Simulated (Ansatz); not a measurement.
The system is CrAuS2.

```
Au Cr S
1.0
     1.77062    1.02227    7.10803
    -1.77062    1.02227    7.10803
     0.00000   -2.04454    7.10803
Au Cr S
1 1 2
Direct
  0.00000 0.00000 0.00000
  0.50000 0.50000 0.50000
  0.10768 0.10768 0.10768
  0.89232 0.89232 0.89232
```

The cell comes from a database or a generator and needn't be the stable form of this composition.

- Program: Ansatz 0.2.0
- Task: relaxation of cell and atoms
- Functional: PBE
- Dispersion: D4
- Potentials or basis: Ansatz PAW
- Cutoff: 420 eV (not typed: the program's choice for these potentials)
- k mesh: 9 × 9 × 9
- Occupations: fermi-dirac, width 0.05 eV
- Spin: collinear spin, ferromagnetic start
- Starting moments: [0.0, 3.0, 0.0, 0.0] μB

At the start: volume 19.30 Å³/atom.

Problem. Where does the relaxation end?

Solution. It ends after 5 steps and the volume is 18.53 Å³/atom (-4.0 %); space group R-3m (No. 166, to 0.05 Å); moment 3.00 μB per cell.

The path:
```
step  energy change (eV)  largest force (eV/Å)  volume (Å³)
   1              0.0000                0.2712        77.20
   2             -0.0300                0.1827        74.77
   3             -0.0328                0.0280        74.07
   4             -0.0330                0.0036        74.14
   5             -0.0324                0.0035        74.14
```

Final structure:
```cif
data_structure
_symmetry_space_group_name_H-M 'P 1'
_symmetry_Int_Tables_number 1
_cell_length_a 7.3952
_cell_length_b 7.3952
_cell_length_c 7.3952
_cell_angle_alpha 27.120
_cell_angle_beta 27.120
_cell_angle_gamma 27.120
_cell_volume 74.14
loop_
_atom_site_label
_atom_site_type_symbol
_atom_site_fract_x
_atom_site_fract_y
_atom_site_fract_z
_atom_site_occupancy
Au1 Au 0.00000 0.00000 0.00000 1
Cr1 Cr 0.50000 0.50000 0.50000 1
S1 S 0.10768 0.10768 0.10768 1
S2 S 0.89232 0.89232 0.89232 1
```

Caveat: the plane-wave basis is chosen anew once the cell has moved, so the energies of steps on either side of that aren't comparable; a cell with one magnetic atom can't hold antiferromagnetic order, which such compounds often take.
